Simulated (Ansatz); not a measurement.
# Cl2F3HSi2: basis-set convergence

An exercise on one series of results from a longer session: the logs are not shown, and one member is left open.

Method: one geometry, several basis sets; program: Ansatz 0.2.0, Gaussian basis.

The runs, in order: PBE0-D4/def2-SVP; ωB97M-V/def2-SVP; PBE0-D4/def2-QZVPP; ωB97M-V/def2-QZVPP; CCSD(T)/cc-pV(D+d)Z; CCSD(T)/cc-pV(T+d)Z; MP2/cc-pV(Q+d)Z; the functionals' def2-TZVPP values are taken from earlier runs.

## Structure used throughout

The geometry comes from an earlier relaxation with PBE0-D4 in a triple-zeta def2 set; it is a stationary point, not always the lowest conformer.

8 atoms, charge 0, spin multiplicity 1.

Atoms are counted from 1 here; the program's logs count them from 0.

Bond lengths: F1–Si2 1.578 Å, Si2–F3 1.576 Å, Si2–F4 1.578 Å, Si2–Si5 2.334 Å, Si5–Cl6 2.040 Å, Si5–Cl7 2.040 Å, Si5–H8 1.478 Å. Angles: F1–Si2–F3 107.9°, F1–Si2–F4 107.5°, F1–Si2–Si5 111.2°, F3–Si2–F4 107.9°, F3–Si2–Si5 111.1°, F4–Si2–Si5 111.2°, Si2–Si5–Cl6 107.8°, Si2–Si5–Cl7 107.8°, Si2–Si5–H8 113.3°, Cl6–Si5–Cl7 110.6°, Cl6–Si5–H8 108.7°, Cl7–Si5–H8 108.7°.

The first run:

File in.yaml:

```yaml
crystal:
  periodic: [false, false, false]
  atoms:
    - {symbol: F, position_ang: [0.671874, -1.093906, 1.925900]}
    - {symbol: Si, position_ang: [0.859506, -0.726712, 0.402624]}
    - {symbol: F, position_ang: [2.234477, 0.029156, 0.253046]}
    - {symbol: F, position_ang: [0.960268, -2.079427, -0.403838]}
    - {symbol: Si, position_ang: [-0.908657, 0.586037, -0.371590]}
    - {symbol: Cl, position_ang: [-0.937225, 2.304468, 0.728180]}
    - {symbol: Cl, position_ang: [-0.563625, 0.998463, -2.339882]}
    - {symbol: H, position_ang: [-2.224417, -0.075180, -0.250341]}
basis:
  gaussian: {orbitals: def2-SVP}
hamiltonian: {xc: pbe0, dispersion: d4}
output: {orbitals: {seedname: orbitals}}
```

Command:

```sh
> ansatz run in.yaml --threads 2 --pin off --events-out ev --progress --plain --max-ram 32768MiB --backend cpu
```

Steps of the session up to this table: PBE0-D4 in def2-SVP; ωB97M-V in def2-SVP; PBE0-D4 in def2-QZVPP; ωB97M-V in def2-QZVPP.

One of the session's tables, all rows but one given; the rest of the session is left out.

It belongs to the step «Functionals by basis». 

| functional | basis | HOMO (eV) |
| --- | --- | --- |
| PBE0-D4 | def2-SVP | -8.88 |
| PBE0-D4 | def2-TZVPP | -8.98 |
| PBE0-D4 | def2-QZVPP | -9.02 |
| ωB97M-V | def2-SVP | -10.92 |
| ωB97M-V | def2-TZVPP | -11.07 |
| ωB97M-V | def2-QZVPP | ? |

Q: Estimate the row for ωB97M-V, def2-QZVPP from the others.

The run gave: HOMO (eV): -11.11. In the column «HOMO (eV)» it is the lowest.
